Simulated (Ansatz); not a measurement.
**Si₃H₆S: one species, many methods**

How much do the methods differ for Si₃H₆S? The plan is to run it at one geometry with functionals of several rungs and with coupled cluster, and see how far each lands from CCSD(T) at the basis-set limit for the atomisation energy.

Program: Ansatz 0.2.0, Gaussian basis. Level of theory: functionals in def2-TZVPP, the program's frozen cores in correlated methods. These are calculated values, not measurements.

Levels to be run: LDA (SPW92), PBE-D4, revPBE-D4, BLYP-D4, r2SCAN-D4, B97M-V, PBE0-D4, B3LYP-D4, r2SCANh-D4, r2SCAN0-D4, HSE06-D4, BHLYP-D4, CAM-B3LYP-D4, LC-ωPBE, ωB97X-V, ωB97M-V, B2PLYP, PBE-QIDH; CCSD(T)/def2-SVP; CCSD(T)/def2-TZVPP; MP2/def2-QZVPP; extrapolation to the limit; RPA on PBE.

## 1. The geometry

All runs share one geometry, relaxed beforehand with PBE0-D4 in a triple-zeta def2 set.

10 atoms, charge 0, spin multiplicity 1.

Atoms are counted from 1 here; the program's logs count them from 0.

Bond lengths: S1–Si2 2.134 Å, S1–H5 1.345 Å, Si2–Si3 2.323 Å, Si2–Si4 2.325 Å, Si2–H6 1.485 Å, Si3–Si4 2.334 Å, Si3–H7 1.484 Å, Si3–H8 1.483 Å, Si4–H9 1.483 Å, Si4–H10 1.485 Å. Angles: Si2–S1–H5 96.3°, S1–Si2–Si3 109.4°, S1–Si2–Si4 113.1°, S1–Si2–H6 115.8°, Si3–Si2–Si4 60.3°, Si3–Si2–H6 123.1°, Si4–Si2–H6 123.3°, Si2–Si3–Si4 59.9°, Si2–Si3–H7 118.3°, Si2–Si3–H8 118.7°, Si4–Si3–H7 115.3°, Si4–Si3–H8 121.6°, H7–Si3–H8 113.2°, Si2–Si4–Si3 59.8°, Si2–Si4–H9 118.1°, Si2–Si4–H10 119.0°, Si3–Si4–H9 121.4°, Si3–Si4–H10 115.6° and more.

As a file:

```xyz
10
charge 0, multiplicity 1
S    -2.1633    0.1052   -1.3848
Si   -0.9752    0.3061    0.3769
Si    0.5547   -1.4393    0.4812
Si    1.2693    0.7117   -0.0759
H    -2.1273    1.4030   -1.7346
H    -1.6767    0.8411    1.5719
H     0.9820   -1.9225    1.8181
H     0.4733   -2.5187   -0.5321
H     1.6486    1.0642   -1.4654
H     2.0978    1.3980    0.9477
```

## 2. LDA

This LDA is Slater exchange with PW92 correlation.

Input file in.yaml:

```yaml
crystal:
  periodic: [false, false, false]
  atoms:
    - {symbol: S, position_ang: [-2.163287, 0.105151, -1.384757]}
    - {symbol: Si, position_ang: [-0.975171, 0.306126, 0.376934]}
    - {symbol: Si, position_ang: [0.554714, -1.439319, 0.481208]}
    - {symbol: Si, position_ang: [1.269277, 0.711731, -0.075914]}
    - {symbol: H, position_ang: [-2.127289, 1.402967, -1.734637]}
    - {symbol: H, position_ang: [-1.676692, 0.841061, 1.571932]}
    - {symbol: H, position_ang: [0.981973, -1.922499, 1.818078]}
    - {symbol: H, position_ang: [0.473286, -2.518661, -0.532059]}
    - {symbol: H, position_ang: [1.648637, 1.064191, -1.465450]}
    - {symbol: H, position_ang: [2.097752, 1.397952, 0.947664]}
basis:
  gaussian: {orbitals: def2-TZVPP}
hamiltonian: {xc: lda}
output: {orbitals: {seedname: orbitals}}
```

Started as:

```sh
$ ansatz run in.yaml --threads 2 --pin off --events-out ev --progress --plain --max-ram 4352MiB
```

The runs that follow: PBE-D4 (GGA); revPBE-D4 (GGA); BLYP-D4 (GGA); r2SCAN-D4 (meta-GGA); B97M-V (meta-GGA); PBE0-D4 (hybrid); B3LYP-D4 (hybrid); r2SCANh-D4 (hybrid); r2SCAN0-D4 (hybrid); HSE06-D4 (hybrid); BHLYP-D4 (hybrid); CAM-B3LYP-D4 (range-separated); LC-ωPBE (range-separated); ωB97X-V (range-separated); ωB97M-V (range-separated); B2PLYP (double hybrid); PBE-QIDH (double hybrid); CCSD(T) in def2-SVP; CCSD(T) in def2-TZVPP; MP2 in def2-QZVPP; RPA on PBE orbitals.

Before running them: what should the planned runs give, taken together? Wanted: atomisation energy, CCSD(T)/CBS; farthest beyond LDA; mean size of error, GGA; mean size of error, meta-GGA; mean size of error, hybrid; mean size of error, range-separated; mean size of error, double hybrid; gap, smallest and largest; T1 diagnostic.

As calculated:

| quantity | value |
| --- | --- |
| atomisation energy, CCSD(T)/CBS | 2859.4 kJ/mol |
| functionals within 14.3 kJ/mol (0.5 %) | PBE-D4, r2SCANh-D4, r2SCAN0-D4, HSE06-D4, ωB97M-V |
| farthest beyond LDA | B2PLYP (-70.3 kJ/mol) |
| mean size of error, GGA | 33.7 kJ/mol |
| mean size of error, meta-GGA | 35.4 kJ/mol |
| mean size of error, hybrid | 20.0 kJ/mol |
| mean size of error, range-separated | 28.5 kJ/mol |
| mean size of error, double hybrid | 51.9 kJ/mol |
| gap, smallest and largest | 3.62 eV (LDA (SPW92)), 10.11 eV (LC-ωPBE) |
| T1 diagnostic | 0.0142 |
| triples share of the correlation energy | 4.4 % |

In words: LDA overbinds by 347.4 kJ/mol (12 %). PBE-D4 is off by -1.9 kJ/mol. Double hybrids carry the basis error of their MP2 part in triple zeta, and no dispersion term here, so their miss is partly the set-up's. Taken by rung, hybrid functionals do best (20.0 kJ/mol on average) and double hybrid ones worst beyond LDA (51.9 kJ/mol). Misses under about 14.3 kJ/mol are within the doubt on the reference itself, which lacks core-valence correlation, relativity and higher excitations. Hartree-Fock recovers 73 % of the binding; the rest is correlation. CCSD(T) in def2-SVP is off by -247.1 kJ/mol, which most functionals beat. Orbital gaps span 3.6 to 10.1 eV; exact exchange widens them.
